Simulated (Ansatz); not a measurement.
**WNH (nonet): from Hartree-Fock to the top rungs, def2-TZVPP**

One table from this session's results is given with a row withheld; the runs are named, their logs left out.

Method: def2-TZVPP, core rule «outside noble gas», up to 5 orbitals frozen; program: Ansatz 0.2.0, Gaussian basis.

Plan: UHF; ROHF; CCSD(T) on UHF.

### The system

The geometry is a PBE0/def2-TZVP stationary point (not a proven minimum) of the parent state, kept for this charge and spin. No spin-orbit coupling is included. Elements past krypton take def2 core potentials.

3 atoms, charge 0, spin multiplicity 9.

Atoms are counted from 1 here; the program's logs count them from 0.

Bond lengths: W1–N2 2.058 Å, N2–H3 1.028 Å. Angles: W1–N2–H3 115.8°.

Set-up of the first run:

in.yaml reads:

```yaml
crystal:
  periodic: [false, false, false]
  atoms:
    - {symbol: W, position_ang: [0.000000, 0.005869, 0.157615]}
    - {symbol: N, position_ang: [0.000000, -0.131830, -1.895665]}
    - {symbol: H, position_ang: [0.000000, 0.761470, -2.404753]}
basis:
  gaussian: {orbitals: def2-TZVPP}
magnetization: {spin_polarized: true, initial_magnetization: 8}
hamiltonian: {xc: hf}
output: {orbitals: {seedname: orbitals}}
```

Run with:

```bash
$ ansatz run in.yaml --threads 1 --pin off --events-out ev --progress --plain --max-ram 4096MiB --backend cpu
```

Steps of the session up to this table: UHF; ROHF; CCSD(T) on UHF.

One table of the session follows, with a row left open; its other results are not shown here.

| method | from UCCSD(T) (kcal/mol) |
| --- | --- |
| ROHF | +165.61 |
| UHF | ? |
| UMP2 | +20.34 |
| UCCSD | +4.45 |
| UCCSD(T) | 0 |

**Question.** Estimate the row for UHF.

As computed: from UCCSD(T) (kcal/mol): +158.46. In the column «from UCCSD(T) (kcal/mol)» it lies between UMP2 (+20.34) and ROHF (+165.61).
